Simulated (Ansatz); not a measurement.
# C3H7BN2: the cost of one run

Program: Ansatz 0.2.0. Level of theory: RKS r2SCANh-D4/def2-SVP. These are calculated values, not measurements.

## (1) Starting point

Bond lengths: C1–B2 1.588 Å, B2–C3 1.616 Å, C3–N4 1.529 Å, C3–C5 1.455 Å, C5–N6 1.168 Å, C1–H7 1.146 Å, C1–H8 1.046 Å, C1–H9 1.139 Å, B2–H10 1.191 Å, C3–H11 1.100 Å, N4–H12 1.052 Å, N4–H13 1.012 Å. Angles (14 of 19 angles, heavy atoms first): C1–B2–C3 120.8°, B2–C3–N4 106.3°, B2–C3–C5 109.0°, N4–C3–C5 108.8°, C3–C5–N6 178.0°, C1–B2–H10 117.7°, C3–B2–H10 121.4°, B2–C1–H7 106.0°, B2–C1–H8 110.8°, B2–C1–H9 111.2°, B2–C3–H11 108.2°, N4–C3–H11 112.8°, C5–C3–H11 111.6°, C3–N4–H12 102.7°.

Structure file:

```xyz
13

C    -0.2712   -0.0525    1.9728
B     0.3999    0.4260    0.6156
C    -0.1804   -0.0607   -0.8121
N     0.9539   -0.8229   -1.4981
C    -0.5114    1.1082   -1.6124
N    -0.8027    2.0588   -2.2251
H    -1.3408    0.3594    1.9579
H    -0.2753   -1.0970    2.0364
H     0.2189    0.4450    2.8723
H     1.3687    1.1146    0.6902
H    -1.0643   -0.6888   -0.6275
H     0.5069   -1.1461   -2.3936
H     1.0182   -1.6787   -0.9618
```

## (2) Relaxing end A

The input, input.yaml:

```yaml
crystal:
  periodic: [false, false, false]
  atoms:
    - { symbol: C, position_ang: [-0.2712, -0.0525, 1.9728] }
    - { symbol: B, position_ang: [0.3999, 0.426, 0.6156] }
    - { symbol: C, position_ang: [-0.1804, -0.0607, -0.8121] }
    - { symbol: "N", position_ang: [0.9539, -0.8229, -1.4981] }
    - { symbol: C, position_ang: [-0.5114, 1.1082, -1.6124] }
    - { symbol: "N", position_ang: [-0.8027, 2.0588, -2.2251] }
    - { symbol: H, position_ang: [-1.3408, 0.3594, 1.9579] }
    - { symbol: H, position_ang: [-0.2753, -1.097, 2.0364] }
    - { symbol: H, position_ang: [0.2189, 0.445, 2.8723] }
    - { symbol: H, position_ang: [1.3687, 1.1146, 0.6902] }
    - { symbol: H, position_ang: [-1.0643, -0.6888, -0.6275] }
    - { symbol: H, position_ang: [0.5069, -1.1461, -2.3936] }
    - { symbol: H, position_ang: [1.0182, -1.6787, -0.9618] }
basis:
  gaussian: { orbitals: def2-SVP }
hamiltonian:
  xc: r2scanh
  dispersion: d4
relax:
  f_tol: 0.015
  max_steps: 40
```

The run is started by

```
> ansatz run input.yaml --threads 2 --pin off --max-ram 3072MiB --backend cpu --events-out ev --progress --plain --runs-dir out
```

Q: Estimate wall time and peak memory on 2 threads of Intel Xeon Platinum 8175M at 2.50GHz (Skylake/Cascade Lake), shared host.

About 3 min, with a peak of 0.33 GiB.
